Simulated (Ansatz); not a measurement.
# BrClFGe radical: a ladder of functionals and wavefunction methods

One table from this session's results is given with a row withheld; the runs are named, their logs left out.

Computed with Ansatz 0.2.0, Gaussian basis. Level: functionals in def2-TZVPP, the program's frozen cores in correlated methods.

Plan: LDA (SPW92), PBE-D4, revPBE-D4, BLYP-D4, r2SCAN-D4, B97M-V, PBE0-D4, B3LYP-D4, r2SCANh-D4, r2SCAN0-D4, HSE06-D4, BHLYP-D4, CAM-B3LYP-D4, LC-ωPBE, ωB97X-V, ωB97M-V, B2PLYP, PBE-QIDH; CCSD(T)/def2-SVP; CCSD(T)/def2-TZVPP; MP2/def2-QZVPP; extrapolation to the limit; RPA on PBE.

### Structure used throughout

The geometry comes from an earlier relaxation with PBE0-D4 in a triple-zeta def2 set; it is a stationary point.

SMILES `[F][Ge]([Cl])[Br]`, 4 atoms, charge 0, spin multiplicity 2.

Atoms are counted from 1 here; the program's logs count them from 0.

Bond lengths: F1–Ge2 1.732 Å, Ge2–Cl3 2.146 Å, Ge2–Br4 2.305 Å. Angles: F1–Ge2–Cl3 105.6°, F1–Ge2–Br4 106.9°, Cl3–Ge2–Br4 111.3°.

Set-up of the first run:

Input file in.yaml:

```yaml
crystal:
  periodic: [false, false, false]
  atoms:
    - {symbol: F, position_ang: [0.377665, -1.526799, 0.683963]}
    - {symbol: Ge, position_ang: [-0.167848, 0.107583, 0.509245]}
    - {symbol: Cl, position_ang: [1.572284, 1.243300, -0.024924]}
    - {symbol: Br, position_ang: [-1.726501, 0.115617, -1.188585]}
basis:
  gaussian: {orbitals: def2-TZVPP}
magnetization: {spin_polarized: true, initial_magnetization: 1}
hamiltonian: {xc: lda}
output: {orbitals: {seedname: orbitals}}
```

Launch:

```sh
$ ansatz run in.yaml --threads 4 --pin off --events-out ev --progress --plain --max-ram 10444MiB
```

Among the steps run: LDA; PBE-D4 (GGA); revPBE-D4 (GGA); BLYP-D4 (GGA); r2SCAN-D4 (meta-GGA); B97M-V (meta-GGA); B3LYP-D4 (hybrid); r2SCANh-D4 (hybrid); r2SCAN0-D4 (hybrid); HSE06-D4 (hybrid); BHLYP-D4 (hybrid); CAM-B3LYP-D4 (range-separated); LC-ωPBE (range-separated); ωB97X-V (range-separated); ωB97M-V (range-separated); B2PLYP (double hybrid); PBE-QIDH (double hybrid).

One of the session's tables, all rows but one given; the rest of the session is left out.

It belongs to the step «Frontier levels by functional». 

```
  functional  HOMO (eV)  LUMO (eV)  gap (eV)
 LDA (SPW92)      -6.59      -5.85      0.74
      PBE-D4      -6.48      -5.45      1.02
   revPBE-D4      -6.43      -5.31      1.12
     BLYP-D4      -6.30      -5.46      0.84
   r2SCAN-D4      -6.91      -5.19      1.72
      B97M-V          ?          ?         ?
     PBE0-D4      -7.70      -4.62      3.09
    B3LYP-D4      -7.43      -5.00      2.43
  r2SCANh-D4      -7.35      -4.87      2.48
  r2SCAN0-D4      -8.02      -4.40      3.62
    HSE06-D4      -7.31      -4.98      2.33
    BHLYP-D4      -8.75      -3.82      4.93
CAM-B3LYP-D4      -8.93      -3.75      5.18
     LC-ωPBE     -10.29      -2.37      7.92
     ωB97X-V      -9.82      -2.73      7.09
     ωB97M-V      -9.66      -2.80      6.86
```

**Question.** Estimate the row for B97M-V.

The run gave: HOMO (eV): -6.77; LUMO (eV): -5.45; gap (eV): 1.31. In the column «HOMO (eV)» it lies between r2SCAN-D4 (-6.91) and LDA (SPW92) (-6.59).
